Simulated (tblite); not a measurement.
# C5H5Cl3GaN: the cost of one run

The runs use tblite 0.8.0 and PySCF 2.14.0, with density-fitted response routines of our own; the level of theory stands in each step. All values are computed, except where a source is named. Atoms are numbered from 0 throughout.

### Step 1. Starting geometry

15 atoms, charge 0, multiplicity 1; geometry from: force field or distance geometry start.

Bonds of the start (Å): C0–C1 1.19, C1–Ga2 1.96, Ga2–N3 1.85, N3–C4 1.16, C4–C5 1.46, Ga2–C6 2.00, C6–Cl7 1.78, C6–Cl8 1.77, C6–Cl9 1.78, C0–H10 1.06, Ga2–H11 1.61, C5–H12 1.12, C5–H13 1.11, C5–H14 1.12.

### Step 2. Geometry optimisation with GFN2-xTB

The job: settings as JSON, then the geometry in Å.

```
{"job": {"kind": "relax", "xc": "GFN2-xTB", "basis": "xTB"}, "charge": 0, "multiplicity": 1}
C     -1.523300     2.917200    -1.288600
C     -1.296200     1.755800    -1.130100
Ga    -0.896300    -0.141300    -0.842200
N      0.811700    -0.315200    -0.145700
C      1.873700    -0.440000     0.313400
C      3.212500    -0.585400     0.864400
C     -2.233200    -0.912100     0.425600
Cl    -1.869500    -2.634300     0.680300
Cl    -3.866800    -0.743800    -0.238900
Cl    -2.139000    -0.062400     1.990300
H     -1.746300     3.944800    -1.436300
H     -0.997800    -0.919200    -2.250200
H      3.147300    -1.082500     1.865700
H      3.843300    -1.199100     0.180300
H      3.675600     0.425500     0.990000
```

On the command line:

```sh
OMP_NUM_THREADS=1 python probes_run.py task.json out
```

One launch serves the whole session: the jobs run in the order shown.

Q: Estimate the wall time of this first job on 1 thread of Arm Neoverse N1, shared host.

About 2.8 s.
